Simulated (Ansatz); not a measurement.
Born–Oppenheimer molecular dynamics of a periodic cell of 16 atoms, K (start crystal K, start structure bcc, volume 1.15 times the crystal's). It starts from a structure without forces on its atoms.

Level of theory: DFT PBE-D3(BJ), scalar-relativistic, plane waves, PAW in Ansatz 0.2.0. Settings: cutoff 420 eV, k mesh 1x1x1, fermi-dirac smearing 0.1 eV, no spin polarisation.

```yaml
ensemble: NVT, Langevin thermostat
time_step: 3 fs
steps_asked: 200
set_temperature: 900 K
friction: 0.02 /fs
seed: 476320
```

Frames 6 fs apart, positions in Å, forces in eV/Å.

Velocities at 270.0 fs (Å/ps):

```
K 6.07 7.49 5.58
K 3.71 2.67 -4.41
K 0.88 -4.18 3.83
K 0.64 0.75 0.03
K -0.29 -7.19 -6.78
K 4.38 -0.70 3.07
K 10.37 3.43 0.12
K 1.35 2.35 10.63
K -4.93 9.19 1.79
K -3.81 0.12 -0.26
K -2.62 3.96 3.33
K 8.53 -9.96 1.88
K 2.00 1.63 1.04
K 5.34 1.02 3.69
K 5.32 1.33 -0.34
K -10.41 -0.10 1.76
```

```xyz
16
Lattice="10.9588 0.0000 0.0000 0.0000 10.9588 0.0000 0.0000 0.0000 10.9588" Properties=species:S:1:pos:R:3:forces:R:3 time_fs=270.0 energy_less_start_eV=1.078 T=1071
K 0.166 0.596 0.476 -0.09 -0.10 0.00
K 5.028 -0.036 -0.277 0.24 -0.11 0.15
K 0.151 5.448 0.318 -0.03 0.07 -0.13
K -0.541 0.590 5.168 0.34 -0.23 0.06
K 2.792 3.183 2.593 0.04 -0.08 0.15
K 5.989 4.797 0.055 -0.03 0.10 -0.02
K 6.163 0.751 5.045 -0.22 -0.19 0.07
K 8.703 3.581 3.563 0.06 0.12 -0.33
K 0.458 5.530 6.287 -0.04 -0.09 -0.26
K 3.188 7.823 2.594 -0.04 0.09 0.06
K 2.889 2.208 8.486 -0.12 0.21 -0.22
K 5.598 5.150 5.470 -0.09 0.12 0.11
K 8.074 8.109 2.623 0.04 0.05 0.01
K 8.723 3.236 8.092 -0.11 -0.14 0.16
K 2.881 7.948 7.635 0.17 0.26 0.18
K 9.077 8.830 8.441 -0.11 -0.07 0.01
16
Lattice="10.9588 0.0000 0.0000 0.0000 10.9588 0.0000 0.0000 0.0000 10.9588" Properties=species:S:1:pos:R:3:forces:R:3 time_fs=276.0 energy_less_start_eV=1.148 T=949
K 0.207 0.632 0.503 -0.12 -0.13 -0.01
K 5.044 -0.013 -0.300 0.25 -0.12 0.16
K 0.152 5.419 0.338 -0.03 0.08 -0.14
K -0.552 0.584 5.168 0.36 -0.24 0.06
K 2.792 3.145 2.559 0.06 -0.06 0.18
K 6.014 4.777 0.078 -0.02 0.10 -0.02
K 6.232 0.769 5.034 -0.26 -0.22 0.07
K 8.711 3.603 3.621 0.10 0.12 -0.36
K 0.453 5.578 6.299 -0.04 -0.09 -0.25
K 3.165 7.813 2.591 -0.03 0.08 0.06
K 2.885 2.220 8.512 -0.12 0.22 -0.24
K 5.658 5.097 5.473 -0.15 0.16 0.13
K 8.093 8.118 2.637 0.03 0.04 0.01
K 8.753 3.234 8.117 -0.10 -0.14 0.16
K 2.927 7.952 7.637 0.17 0.25 0.18
K 9.028 8.840 8.455 -0.10 -0.07 0.01
16
Lattice="10.9588 0.0000 0.0000 0.0000 10.9588 0.0000 0.0000 0.0000 10.9588" Properties=species:S:1:pos:R:3:forces:R:3 time_fs=282.0 energy_less_start_eV=1.229 T=904
K 0.248 0.654 0.520 -0.16 -0.15 -0.01
K 5.047 0.003 -0.315 0.26 -0.13 0.17
K 0.145 5.394 0.345 -0.03 0.09 -0.14
K -0.576 0.572 5.173 0.39 -0.24 0.06
K 2.791 3.115 2.531 0.09 -0.04 0.21
K 6.048 4.755 0.103 -0.03 0.10 -0.02
K 6.307 0.786 5.009 -0.31 -0.24 0.07
K 8.715 3.640 3.664 0.16 0.12 -0.38
K 0.469 5.620 6.307 -0.05 -0.10 -0.25
K 3.154 7.800 2.584 -0.02 0.08 0.06
K 2.881 2.220 8.537 -0.12 0.23 -0.27
K 5.705 5.055 5.466 -0.20 0.19 0.14
K 8.117 8.120 2.648 0.03 0.04 0.00
K 8.795 3.221 8.140 -0.10 -0.14 0.16
K 2.980 7.957 7.629 0.18 0.25 0.17
K 8.988 8.838 8.464 -0.09 -0.07 0.02
16
Lattice="10.9588 0.0000 0.0000 0.0000 10.9588 0.0000 0.0000 0.0000 10.9588" Properties=species:S:1:pos:R:3:forces:R:3 time_fs=288.0 energy_less_start_eV=1.324 T=881
K 0.284 0.667 0.527 -0.19 -0.18 -0.02
K 5.029 -0.008 -0.339 0.27 -0.14 0.18
K 0.146 5.367 0.337 -0.04 0.10 -0.12
K -0.598 0.572 5.163 0.43 -0.26 0.06
K 2.794 3.073 2.510 0.10 -0.02 0.23
K 6.090 4.736 0.131 -0.03 0.10 -0.02
K 6.381 0.787 4.990 -0.36 -0.26 0.08
K 8.717 3.660 3.727 0.20 0.15 -0.42
K 0.498 5.651 6.317 -0.06 -0.10 -0.24
K 3.149 7.785 2.567 -0.01 0.08 0.06
K 2.875 2.217 8.544 -0.11 0.24 -0.28
K 5.730 5.017 5.467 -0.24 0.21 0.16
K 8.142 8.113 2.655 0.03 0.04 0.00
K 8.832 3.228 8.150 -0.10 -0.14 0.16
K 3.036 7.969 7.618 0.18 0.24 0.17
K 8.949 8.846 8.472 -0.08 -0.07 0.02
16
Lattice="10.9588 0.0000 0.0000 0.0000 10.9588 0.0000 0.0000 0.0000 10.9588" Properties=species:S:1:pos:R:3:forces:R:3 time_fs=294.0 energy_less_start_eV=1.417 T=906
K 0.326 0.683 0.540 -0.21 -0.20 -0.03
K 5.025 -0.019 -0.358 0.27 -0.13 0.18
K 0.153 5.344 0.307 -0.03 0.11 -0.10
K -0.619 0.559 5.140 0.47 -0.26 0.07
K 2.790 3.046 2.497 0.13 0.00 0.25
K 6.126 4.707 0.164 -0.04 0.09 -0.03
K 6.463 0.793 4.981 -0.42 -0.28 0.08
K 8.710 3.678 3.771 0.26 0.17 -0.45
K 0.548 5.663 6.323 -0.07 -0.10 -0.25
K 3.164 7.761 2.552 -0.01 0.08 0.06
K 2.866 2.219 8.538 -0.10 0.24 -0.28
K 5.765 4.992 5.478 -0.28 0.23 0.17
K 8.165 8.101 2.669 0.03 0.04 -0.01
K 8.867 3.245 8.151 -0.10 -0.15 0.16
K 3.083 7.977 7.624 0.18 0.24 0.16
K 8.913 8.861 8.480 -0.07 -0.08 0.01
16
Lattice="10.9588 0.0000 0.0000 0.0000 10.9588 0.0000 0.0000 0.0000 10.9588" Properties=species:S:1:pos:R:3:forces:R:3 time_fs=300.0 energy_less_start_eV=1.485 T=877
K 0.366 0.690 0.547 -0.23 -0.21 -0.04
K 5.033 -0.028 -0.376 0.27 -0.13 0.19
K 0.166 5.324 0.264 -0.03 0.13 -0.08
K -0.631 0.537 5.127 0.51 -0.25 0.07
K 2.798 3.032 2.491 0.14 0.01 0.26
K 6.148 4.686 0.171 -0.03 0.09 -0.03
K 6.549 0.784 4.977 -0.48 -0.28 0.08
K 8.706 3.699 3.796 0.31 0.17 -0.47
K 0.602 5.668 6.323 -0.07 -0.08 -0.25
K 3.190 7.740 2.537 -0.01 0.07 0.06
K 2.871 2.232 8.527 -0.09 0.23 -0.28
K 5.798 4.973 5.483 -0.32 0.24 0.18
K 8.184 8.081 2.695 0.03 0.04 -0.02
K 8.915 3.268 8.151 -0.11 -0.16 0.15
K 3.138 7.991 7.641 0.17 0.22 0.16
K 8.873 8.889 8.488 -0.05 -0.09 0.01
16
Lattice="10.9588 0.0000 0.0000 0.0000 10.9588 0.0000 0.0000 0.0000 10.9588" Properties=species:S:1:pos:R:3:forces:R:3 time_fs=306.0 energy_less_start_eV=1.543 T=821
K 0.406 0.693 0.538 -0.24 -0.23 -0.04
K 5.036 -0.052 -0.408 0.27 -0.12 0.20
K 0.171 5.302 0.232 -0.02 0.14 -0.06
K -0.635 0.524 5.114 0.55 -0.25 0.08
K 2.811 3.013 2.486 0.15 0.02 0.26
K 6.173 4.654 0.179 -0.03 0.09 -0.03
K 6.620 0.775 4.970 -0.53 -0.28 0.09
K 8.717 3.719 3.806 0.33 0.17 -0.48
K 0.664 5.653 6.322 -0.07 -0.07 -0.25
K 3.216 7.717 2.520 -0.01 0.07 0.06
K 2.887 2.233 8.518 -0.08 0.23 -0.28
K 5.826 4.966 5.489 -0.34 0.24 0.19
K 8.189 8.078 2.736 0.04 0.03 -0.03
K 8.967 3.286 8.162 -0.12 -0.17 0.14
K 3.187 8.011 7.657 0.15 0.21 0.14
K 8.837 8.914 8.501 -0.04 -0.10 0.00
16
Lattice="10.9588 0.0000 0.0000 0.0000 10.9588 0.0000 0.0000 0.0000 10.9588" Properties=species:S:1:pos:R:3:forces:R:3 time_fs=312.0 energy_less_start_eV=1.580 T=830
K 0.451 0.694 0.531 -0.25 -0.23 -0.05
K 5.045 -0.086 -0.440 0.27 -0.10 0.21
K 0.179 5.278 0.196 0.00 0.16 -0.03
K -0.638 0.504 5.078 0.58 -0.24 0.09
K 2.823 2.999 2.494 0.15 0.03 0.26
K 6.198 4.628 0.197 -0.04 0.09 -0.03
K 6.678 0.759 4.944 -0.57 -0.26 0.09
K 8.739 3.734 3.797 0.34 0.17 -0.46
K 0.713 5.631 6.327 -0.06 -0.05 -0.25
K 3.245 7.700 2.516 -0.02 0.07 0.06
K 2.905 2.242 8.497 -0.07 0.22 -0.28
K 5.840 4.954 5.504 -0.33 0.22 0.19
K 8.185 8.080 2.768 0.04 0.01 -0.05
K 9.019 3.318 8.172 -0.15 -0.19 0.11
K 3.228 8.031 7.649 0.14 0.20 0.13
K 8.796 8.926 8.499 -0.02 -0.11 -0.01
16
Lattice="10.9588 0.0000 0.0000 0.0000 10.9588 0.0000 0.0000 0.0000 10.9588" Properties=species:S:1:pos:R:3:forces:R:3 time_fs=318.0 energy_less_start_eV=1.596 T=828
K 0.486 0.681 0.526 -0.25 -0.24 -0.05
K 5.056 -0.133 -0.463 0.24 -0.07 0.20
K 0.188 5.261 0.145 0.02 0.18 0.01
K -0.635 0.481 5.042 0.60 -0.22 0.10
K 2.822 2.990 2.501 0.15 0.03 0.26
K 6.207 4.597 0.215 -0.04 0.09 -0.04
K 6.721 0.739 4.916 -0.59 -0.23 0.10
K 8.764 3.747 3.774 0.33 0.17 -0.44
K 0.750 5.610 6.331 -0.06 -0.03 -0.26
K 3.268 7.690 2.508 -0.03 0.06 0.06
K 2.906 2.261 8.455 -0.05 0.19 -0.25
K 5.855 4.943 5.511 -0.32 0.21 0.19
K 8.189 8.090 2.805 0.05 -0.01 -0.06
K 9.086 3.346 8.188 -0.18 -0.22 0.07
K 3.271 8.038 7.620 0.13 0.19 0.12
K 8.764 8.946 8.492 -0.01 -0.11 -0.01
16
Lattice="10.9588 0.0000 0.0000 0.0000 10.9588 0.0000 0.0000 0.0000 10.9588" Properties=species:S:1:pos:R:3:forces:R:3 time_fs=324.0 energy_less_start_eV=1.598 T=947
K 0.501 0.670 0.509 -0.24 -0.24 -0.06
K 5.071 -0.181 -0.480 0.22 -0.03 0.19
K 0.208 5.240 0.097 0.03 0.20 0.04
K -0.638 0.467 5.011 0.62 -0.21 0.11
K 2.812 2.971 2.526 0.15 0.03 0.25
K 6.204 4.562 0.222 -0.04 0.09 -0.05
K 6.756 0.727 4.907 -0.61 -0.20 0.10
K 8.787 3.768 3.733 0.32 0.16 -0.41
K 0.775 5.585 6.336 -0.04 0.01 -0.27
K 3.308 7.687 2.484 -0.04 0.05 0.06
K 2.892 2.281 8.414 -0.02 0.15 -0.22
K 5.853 4.913 5.510 -0.30 0.20 0.19
K 8.200 8.101 2.831 0.04 -0.02 -0.07
K 9.162 3.349 8.206 -0.23 -0.24 0.04
K 3.330 8.058 7.598 0.11 0.17 0.10
K 8.731 8.962 8.486 0.00 -0.12 -0.02
16
Lattice="10.9588 0.0000 0.0000 0.0000 10.9588 0.0000 0.0000 0.0000 10.9588" Properties=species:S:1:pos:R:3:forces:R:3 time_fs=330.0 energy_less_start_eV=1.597 T=1002
K 0.514 0.650 0.465 -0.23 -0.23 -0.05
K 5.096 -0.213 -0.485 0.20 0.01 0.19
K 0.220 5.208 0.049 0.05 0.23 0.09
K -0.642 0.469 4.971 0.63 -0.21 0.11
K 2.814 2.941 2.562 0.13 0.03 0.23
K 6.192 4.519 0.229 -0.03 0.09 -0.06
K 6.771 0.722 4.902 -0.62 -0.18 0.11
K 8.807 3.787 3.703 0.31 0.15 -0.39
K 0.776 5.562 6.349 0.00 0.06 -0.28
K 3.350 7.689 2.456 -0.05 0.04 0.07
K 2.886 2.319 8.391 0.02 0.11 -0.20
K 5.837 4.898 5.494 -0.27 0.19 0.19
K 8.190 8.111 2.847 0.05 -0.04 -0.08
K 9.228 3.344 8.211 -0.29 -0.26 0.02
K 3.400 8.085 7.587 0.08 0.14 0.07
K 8.694 8.965 8.483 0.02 -0.12 -0.03
16
Lattice="10.9588 0.0000 0.0000 0.0000 10.9588 0.0000 0.0000 0.0000 10.9588" Properties=species:S:1:pos:R:3:forces:R:3 time_fs=336.0 energy_less_start_eV=1.579 T=996
K 0.506 0.629 0.414 -0.21 -0.22 -0.03
K 5.117 -0.224 -0.485 0.18 0.04 0.18
K 0.233 5.176 0.013 0.07 0.24 0.13
K -0.624 0.490 4.931 0.60 -0.21 0.11
K 2.826 2.921 2.596 0.11 0.02 0.21
K 6.191 4.486 0.236 -0.02 0.09 -0.07
K 6.768 0.717 4.912 -0.59 -0.17 0.11
K 8.814 3.806 3.668 0.29 0.14 -0.36
K 0.789 5.543 6.372 0.02 0.11 -0.30
K 3.386 7.701 2.428 -0.06 0.03 0.07
K 2.880 2.352 8.366 0.05 0.08 -0.18
K 5.812 4.895 5.464 -0.24 0.17 0.19
K 8.189 8.114 2.853 0.05 -0.04 -0.09
K 9.286 3.338 8.206 -0.34 -0.28 0.00
K 3.478 8.121 7.571 0.06 0.11 0.05
K 8.646 8.955 8.498 0.03 -0.13 -0.04
```

Of the whole run (600 fs, mean temperature of the second half 957 K): A run of 0.6 ps of so small a system gives no equilibrium averages. Limits of this set-up: coarse k mesh.

Run time: 12 min on 2 threads of Arm Neoverse V1 (shared host), peak memory 0.83 GiB.
